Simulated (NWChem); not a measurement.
# AlCl2F (SMILES [F][Al]([Cl])[Cl]) at 3 levels

Aim: a comparison of 3 runs (HF/STO-3G, r2SCAN/def2-SVPD, CCSD(T)/def2-SVPD) of AlCl2F. 

Program for the calculation: NWChem 7.3.0.

5 further runs of the same task are left out: 4 that didn't finish, 1 set aside as unsound or not needed. Runs told in other sessions of the task aren't counted.

### 1 The molecule

AlCl2F: 4 atoms, total charge 0, spin state singlet. SMILES: `[F][Al]([Cl])[Cl]`. The shape is that of a PBE0-D4/def2-TZVP optimisation.

Bond lengths: F1–Al2 1.633 Å, Al2–Cl3 2.065 Å, Al2–Cl4 2.065 Å. Angles: F1–Al2–Cl3 119.2°, F1–Al2–Cl4 119.2°, Cl3–Al2–Cl4 121.5°.

### 2 Energy and forces at HF/STO-3G (run 1)

Input file mol.nw:

```
start mol
memory stack 880 mb heap 220 mb global 1100 mb
charge 0

geometry units angstrom noautosym nocenter noautoz
   F      0.087420     0.388220     1.682350
   Al     0.004800     0.021530     0.093600
   Cl     1.223040    -1.463690    -0.663450
   Cl    -1.315270     1.053930    -1.112510
end

basis spherical bse
   * library STO-3G
end

scf
   thresh 1e-08
   maxiter 80
end

task scf gradient
```

Command:

```
$ nwchem mol.nw > mol.out
```

Standard output:

```text
[...]
  functions       =    32
[...]
  wavefunction    = RHF
[...]
         Total SCF energy =  -1246.441400781542
      One-electron energy =  -2221.224229423992
      Two-electron energy =    730.487449196499
 Nuclear repulsion energy =    244.295379445950
        Time for solution =      1.1s
[...]
                         RHF ENERGY GRADIENTS
    atom               coordinates                        gradient
                 x          y          z           x          y          z
   1 F       0.165200   0.733629   3.179181    0.001621   0.007188   0.031129
   2 Al      0.009071   0.040686   0.176878   -0.001420  -0.006286  -0.027194
   3 Cl      2.311210  -2.765973  -1.253739    0.003952  -0.004470  -0.001250
   4 Cl     -2.485500   1.991639  -2.102339   -0.004153   0.003569  -0.002685
[...]
```

It took 2.1 s on 1 thread of Intel Xeon Platinum 8375C at 2.90GHz (Ice Lake), shared host; peak memory 0.099 GiB.

### 3 Energy and forces at r2SCAN/def2-SVPD (run 2)

Input file calc.xyz:

```xyz
4
AlCl2F
F      0.087420     0.388220     1.682350
Al     0.004800     0.021530     0.093600
Cl     1.223040    -1.463690    -0.663450
Cl    -1.315270     1.053930    -1.112510
```

Input file run.py:

```python
from ase.io import read
from ase.calculators.nwchem import NWChem

molecule = read('calc.xyz')

calc = NWChem(
    label='calc',
    theory='dft',
    memory='2200 mb',
    basis='def2-SVPD',
    basispar='spherical bse',
    dft={'xc': 'r2scan', 'mult': '1', 'grid': 'fine', 'convergence': 'energy 1e-08', 'iterations': '100', 'mulliken': None},
)
molecule.calc = calc

forces = molecule.get_forces()
print(f"energy = {molecule.get_potential_energy():.6f} eV")
print("forces (eV/A):")
for s, f in zip(molecule.symbols, forces):
    print(f"{s:2s} {f[0]:10.5f} {f[1]:10.5f} {f[2]:10.5f}")
print("dipole (e A):", molecule.get_dipole_moment().round(4))
```

Command:

```
$ export ASE_NWCHEM_COMMAND="nwchem PREFIX.nwi > PREFIX.nwo"
$ python run.py
```

Standard output:

```text
energy = -34350.176031 eV
forces (eV/A):
F     0.04664    0.20733    0.89896
Al   -0.02761   -0.12316   -0.53536
Cl    0.21957   -0.26930   -0.14131
Cl   -0.23855    0.18512   -0.22235
dipole (e A): [-0.0048 -0.0208 -0.0899]
```

The calculator wrote calc.nwi:

```
title "calc"

permanent_dir calc

scratch_dir calc

start calc

geometry units angstrom nocenter noautosym noautoz
  F  8.7419999999999998e-02 3.8822000000000001e-01 1.6823500000000000e+00
  Al 4.7999999999999996e-03 2.1530000000000001e-02 9.3600000000000003e-02
  Cl 1.2230399999999999e+00 -1.4636899999999999e+00 -6.6344999999999998e-01
  Cl -1.3152699999999999e+00 1.0539300000000000e+00 -1.1125100000000001e+00
end

memory 2200 mb

basis spherical bse noprint
   * library def2-SVPD
end

dft
  xc r2scan
  mult 1
  grid fine
  convergence energy 1e-08
  iterations 100
  mulliken
end

task dft gradient
```

calc.nwo:

```text
Northwest Computational Chemistry Package (NWChem) 7.3.0
             --------------------------------------------------------

           Job information
           ---------------

    nwchem branch   = 7.3.0
    use scalapack   = T
    input           = calc.nwi
    prefix          = calc.
    data base       = calc/calc.db
    status          = startup
    nproc           =        1

           Memory information
           ------------------

[... 5 lines left out ...]
    hardfail = no
[... 91 lines left out ...]
  convergence criterion.
[... 39 lines left out ...]
          Spatial weights used:  Erf1
[... 32 lines left out ...]
 1-e energy   =   -2231.603938
[... 40 lines left out ...]
           Coulomb energy =      812.344126260350
[... 793 lines left out ...]
          Convergence on density requested:  1.00D-05
[... 25 lines left out ...]
          total energy or number of iterations.
[... 35 lines left out ...]
                 ----------------------------------------
                 |  Time  |  1-e(secs)   |  2-e(secs)   |
                 ----------------------------------------
                 |  CPU   |       0.01   |       5.61   |
                 ----------------------------------------
                 |  WALL  |       0.01   |       5.61   |
                 ----------------------------------------

 Task  times  cpu:       26.5s     wall:       26.5s
 Total times  cpu:       26.5s     wall:       26.5s
```

It took 28 s on 1 thread of Intel Xeon Platinum 8375C at 2.90GHz (Ice Lake), shared host; peak memory 0.12 GiB.

### 4 The energy at CCSD(T)/def2-SVPD (run 3)

Input file struct.nw:

```
start struct
title "AlCl2F"
memory stack 880 mb heap 220 mb global 1100 mb
charge 0

geometry units angstroms noautosym nocenter noautoz
  F      0.087420     0.388220     1.682350
  Al     0.004800     0.021530     0.093600
  Cl     1.223040    -1.463690    -0.663450
  Cl    -1.315270     1.053930    -1.112510
end

basis spherical bse
  * library def2-SVPD
end

scf
  thresh 1e-08
  maxiter 80
end

ccsd
  freeze core 16
  maxiter 60
end

task ccsd(t) energy
```

Command:

```
$ nwchem struct.nw > struct.out
```

Standard output:

```text
[...]
  functions       =   101
[...]
  wavefunction    = RHF
[...]
         Total SCF energy =  -1260.160129382614
      One-electron energy =  -2233.268070229578
      Two-electron energy =    728.812561401014
 Nuclear repulsion energy =    244.295379445950
        Time for solution =     13.2s
[...]
 Total MP2 energy:          -1260.700052067195884
[...]
             energy      energy      error      ampl     ampl      Block
                                                time     time      time
[...]
 Total CCSD energy:          -1260.725540186722810
[...]
 Total CCSD+T(CCSD) energy:          -1260.740232425597014
[...]
 Total CCSD(T) energy:               -1260.739117646629666
[...]
```

It took 3.3 min on 1 thread of Intel Xeon Platinum 8375C at 2.90GHz (Ice Lake), shared host; peak memory 0.3 GiB.

### 5 All runs side by side

| run | level | iteration cap | module | energy (Eh) | dipole moment (D) of the reference | HOMO energy (eV) | LUMO energy (eV) | wall time |
| --- | --- | --- | --- | --- | --- | --- | --- | --- |
| 1 | HF/STO-3G | 80 | scf | -1246.441401 | 1.71 | -10.71 | 7.12 | 2.1 s |
| 2 | r2SCAN/def2-SVPD | 100 | dft | -1262.345696 | 0.44 | -8.69 | -1.87 | 28 s |
| 3 | CCSD(T)/def2-SVPD | 80 | ccsd(t) | -1260.739118 | – | -13.08 | 0.76 | 3.3 min |

### 6 What came out

| quantity | value |
| --- | --- |
| run 3: total energy | -1260.73912 Eh |
| run 3: HOMO energy (Hartree–Fock orbitals) | -13.08 eV |
| run 3: LUMO energy (Hartree–Fock orbitals) | 0.76 eV |
| run 3: HOMO–LUMO gap (Hartree–Fock orbitals) | 13.84 eV |
| run 3: correlation energy (16 core orbitals frozen) | -579.0 mEh |
| run 3: (T) correction | -13.58 mEh |

In run 1 the basis is minimal, so the values are rough. All runs together took 3.8 min, the longest 3.3 min.
